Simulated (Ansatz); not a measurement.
# C6H16F2N2Ti: basis-set convergence

Aim: see how fast density functionals converge with the basis set for C6H16F2N2Ti.

The runs use Ansatz 0.2.0, Gaussian basis; one geometry, several basis sets.

The runs, in order: PBE0-D4/def2-SVP; ωB97M-V/def2-SVP; PBE0-D4/def2-QZVPP; ωB97M-V/def2-QZVPP; the functionals' def2-TZVPP values are taken from earlier runs.

### 1 The geometry

All runs share one geometry, relaxed beforehand with PBE0-D4 in a triple-zeta def2 set.

SMILES `CC(C)[NH][Ti]([F])([F])[NH]C(C)C`, 27 atoms, charge 0, spin multiplicity 1.

Atoms are counted from 1 here; the program's logs count them from 0.

Bond lengths: C1–C2 1.518 Å, C1–H12 1.092 Å, C1–H13 1.093 Å, C1–H14 1.094 Å, C2–C3 1.521 Å, C2–N4 1.452 Å, C2–H15 1.102 Å, C3–H16 1.093 Å, C3–H17 1.093 Å, C3–H18 1.093 Å, N4–Ti5 1.874 Å, N4–H19 1.015 Å, Ti5–F6 1.774 Å, Ti5–F7 1.774 Å, Ti5–N8 1.874 Å, N8–C9 1.452 Å, N8–H20 1.015 Å, C9–C10 1.518 Å and more. Angles: C2–C1–H12 110.5°, C2–C1–H13 111.1°, C2–C1–H14 110.5°, H12–C1–H13 108.0°, H12–C1–H14 108.4°, H13–C1–H14 108.3°, C1–C2–C3 111.2°, C1–C2–N4 110.2°, C1–C2–H15 107.9°, C3–C2–N4 110.6°, C3–C2–H15 107.9°, N4–C2–H15 108.9°, C2–C3–H16 110.2°, C2–C3–H17 111.2°, C2–C3–H18 110.8°, H16–C3–H17 108.2°, H16–C3–H18 108.6°, H17–C3–H18 107.8° and more.

As a file:

```xyz
27
charge 0, multiplicity 1
C    -0.66402   -2.07530   -0.58861
C    -1.37327   -1.25011    0.47014
C    -2.71686   -1.86233    0.83617
N    -1.54351    0.11604    0.00945
Ti   -0.80282    1.11892   -1.38998
F    -1.47927    2.74064   -1.14331
F    -1.09430    0.38076   -2.97661
N     1.06466    1.11454   -1.23045
C     1.98750    1.42928   -0.15402
C     1.26332    2.15799    0.96379
C     2.68066    0.17588    0.36411
H    -0.50393   -3.09578   -0.23505
H     0.31074   -1.64688   -0.83374
H    -1.26098   -2.11748   -1.50384
H    -0.74378   -1.24681    1.37481
H    -3.36514   -1.90415   -0.04282
H    -3.22281   -1.27282    1.60572
H    -2.58847   -2.87666    1.22220
H    -2.15602    0.64866    0.61956
H     1.54437    0.74208   -2.04422
H     2.75801    2.10601   -0.55144
H     0.77984    3.06485    0.59386
H     0.49702    1.51345    1.40444
H     1.96256    2.44002    1.75325
H     3.19020   -0.35582   -0.44358
H     3.42532    0.42792    1.12388
H     1.94915   -0.50340    0.80987
```

### 2 PBE0-D4 in def2-SVP

in.yaml

```yaml
crystal:
  periodic: [false, false, false]
  atoms:
    - {symbol: C, position_ang: [-0.664017, -2.075300, -0.588610]}
    - {symbol: C, position_ang: [-1.373269, -1.250106, 0.470142]}
    - {symbol: C, position_ang: [-2.716861, -1.862328, 0.836168]}
    - {symbol: N, position_ang: [-1.543507, 0.116036, 0.009449]}
    - {symbol: Ti, position_ang: [-0.802820, 1.118925, -1.389982]}
    - {symbol: F, position_ang: [-1.479269, 2.740638, -1.143311]}
    - {symbol: F, position_ang: [-1.094301, 0.380759, -2.976608]}
    - {symbol: N, position_ang: [1.064659, 1.114539, -1.230447]}
    - {symbol: C, position_ang: [1.987500, 1.429279, -0.154017]}
    - {symbol: C, position_ang: [1.263322, 2.157988, 0.963795]}
    - {symbol: C, position_ang: [2.680657, 0.175877, 0.364107]}
    - {symbol: H, position_ang: [-0.503932, -3.095775, -0.235050]}
    - {symbol: H, position_ang: [0.310744, -1.646875, -0.833736]}
    - {symbol: H, position_ang: [-1.260978, -2.117484, -1.503835]}
    - {symbol: H, position_ang: [-0.743776, -1.246806, 1.374809]}
    - {symbol: H, position_ang: [-3.365137, -1.904146, -0.042819]}
    - {symbol: H, position_ang: [-3.222807, -1.272823, 1.605719]}
    - {symbol: H, position_ang: [-2.588473, -2.876657, 1.222202]}
    - {symbol: H, position_ang: [-2.156024, 0.648661, 0.619561]}
    - {symbol: H, position_ang: [1.544370, 0.742077, -2.044219]}
    - {symbol: H, position_ang: [2.758008, 2.106010, -0.551438]}
    - {symbol: H, position_ang: [0.779842, 3.064848, 0.593864]}
    - {symbol: H, position_ang: [0.497024, 1.513446, 1.404438]}
    - {symbol: H, position_ang: [1.962565, 2.440024, 1.753249]}
    - {symbol: H, position_ang: [3.190202, -0.355818, -0.443576]}
    - {symbol: H, position_ang: [3.425325, 0.427917, 1.123877]}
    - {symbol: H, position_ang: [1.949150, -0.503404, 0.809867]}
basis:
  gaussian: {orbitals: def2-SVP}
hamiltonian: {xc: pbe0, dispersion: d4}
output: {orbitals: {seedname: orbitals}}
```

Run with:

```bash
ansatz run in.yaml --threads 11 --pin off --events-out ev --progress --plain --max-ram 110592MiB --backend cpu
```

Further steps of the session: ωB97M-V in def2-SVP; PBE0-D4 in def2-QZVPP; ωB97M-V in def2-QZVPP.

Q: Predict the results of all the runs planned. Wanted: PBE0-D4: double and triple zeta above quadruple; ωB97M-V: double and triple zeta above quadruple.

**Answer**, as computed:

| quantity | value |
| --- | --- |
| PBE0-D4: double and triple zeta above quadruple | 21.45, 1.26 eV |
| ωB97M-V: double and triple zeta above quadruple | 22.09, 1.19 eV |

**Reading.** For PBE0-D4 the step from double to triple zeta gains 20.20 eV and the next only 1.26 eV. These are total energies; as a rule much of such shifts cancels in differences, which this series doesn't test.
